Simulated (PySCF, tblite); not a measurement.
# C7H13ClO2: geometry, infrared bands and NMR shifts

Aim: predict the infrared bands and NMR shifts of C7H13ClO2 (`CC[C@@H](C(=O)Cl)[C@H](C)OC`).

Computed with tblite 0.8.0 and PySCF 2.14.0, with density-fitted response routines of our own, on a single molecule in the gas phase. Atoms count from 0, in the outputs and in this text.

## (1) The starting structure

23 atoms, charge 0, multiplicity 1; geometry from: force field or distance geometry start.

Bonds of the start (Å): C0–C1 1.51, C1–C2 1.54, C2–C3 1.53, C3–O4 1.24, C3–Cl5 1.73, C2–C6 1.54, C6–C7 1.53, C6–O8 1.44, O8–C9 1.42, C0–H10 1.10, C0–H11 1.10, C0–H12 1.09, C1–H13 1.10, C1–H14 1.11, C2–H15 1.09, C6–H16 1.10, C7–H17 1.09, C7–H18 1.09, C7–H19 1.09, C9–H20 1.09, C9–H21 1.09, C9–H22 1.11.

## (2) Relaxing the molecule with GFN2-xTB

Job settings and geometry (Å):

```
{"job": {"kind": "relax", "xc": "GFN2-xTB", "basis": "xTB"}, "charge": 0, "multiplicity": 1}
C     -2.714400    -1.171800    -0.160800
C     -1.278800    -1.031200     0.282600
C     -0.641700     0.322300    -0.075400
C     -1.361100     1.440700     0.678400
O     -1.289300     1.522800     1.917600
Cl    -2.251200     2.513000    -0.355000
C      0.855700     0.372800     0.258500
C      1.500600     1.700600    -0.155100
O      1.500600    -0.694900    -0.462500
C      2.677500    -1.167500     0.166600
H     -3.096900    -2.176600     0.060200
H     -3.375900    -0.458300     0.357700
H     -2.819400    -1.003600    -1.228200
H     -0.698900    -1.848200    -0.176000
H     -1.227800    -1.185800     1.378600
H     -0.770300     0.468100    -1.148700
H      0.995400     0.224200     1.344400
H      1.054000     2.542300     0.367500
H      1.383000     1.857700    -1.231800
H      2.574300     1.700500     0.053200
H      3.088400    -1.966200    -0.447700
H      2.453100    -1.566200     1.155300
H      3.438300    -0.367700     0.251800
```

Command:

```
> OMP_NUM_THREADS=1 python probes_run.py task.json out
```

One launch serves the whole session: the jobs run in the order shown.

**Question.** This job is followed by: GFN2-xTB harmonic vibrations, gas phase; GIAO PBE0/pcSseg-1 NMR shielding, non-relativistic, gas phase. What will the session give for the following? strongest single infrared mode (GFN2-xTB); zero-point energy (GFN2-xTB); 13C shifts against TMS (PBE0/pcSseg-1); 1H shifts against TMS (PBE0/pcSseg-1, means over atoms taken as alike); 17O shifts against H2O (PBE0/pcSseg-1); 35Cl shifts against HCl (PBE0/pcSseg-1).

As calculated:

```
                                                              quantity                                          value
                             strongest single infrared mode (GFN2-xTB)                          1821 cm⁻¹, 328 km/mol
                                          zero-point energy (GFN2-xTB)                                 118.8 kcal/mol
                                13C shifts against TMS (PBE0/pcSseg-1)  191.3, 83.4, 72.0, 59.2, 30.7, 18.8, 15.0 ppm
1H shifts against TMS (PBE0/pcSseg-1, means over atoms taken as alike)   3.54, 3.09, 2.72, 2.30, 1.50, 1.27, 1.16 ppm
                                17O shifts against H2O (PBE0/pcSseg-1)                                584.9, 40.6 ppm
                               35Cl shifts against HCl (PBE0/pcSseg-1)                                        549 ppm
```

Over 51 steps the energy fell by 0.252 eV; of the close pairs, C3–O4 changed most, 1.244 to 1.185 Å. All 63 modes are real, so the xTB geometry is a minimum. The strongest single mode, at 1821 cm⁻¹, moves mainly C3 and O4. GFN2-xTB is a fitted tight-binding method: band positions and strengths are rough. Its intensities can rank the bands wrongly. H20, H21, H22 (mean) (hydrogen on a methyl carbon bonded to O) lies farthest downfield among hydrogen, at 3.54 ppm; its carbon carries O, hence the downfield position.
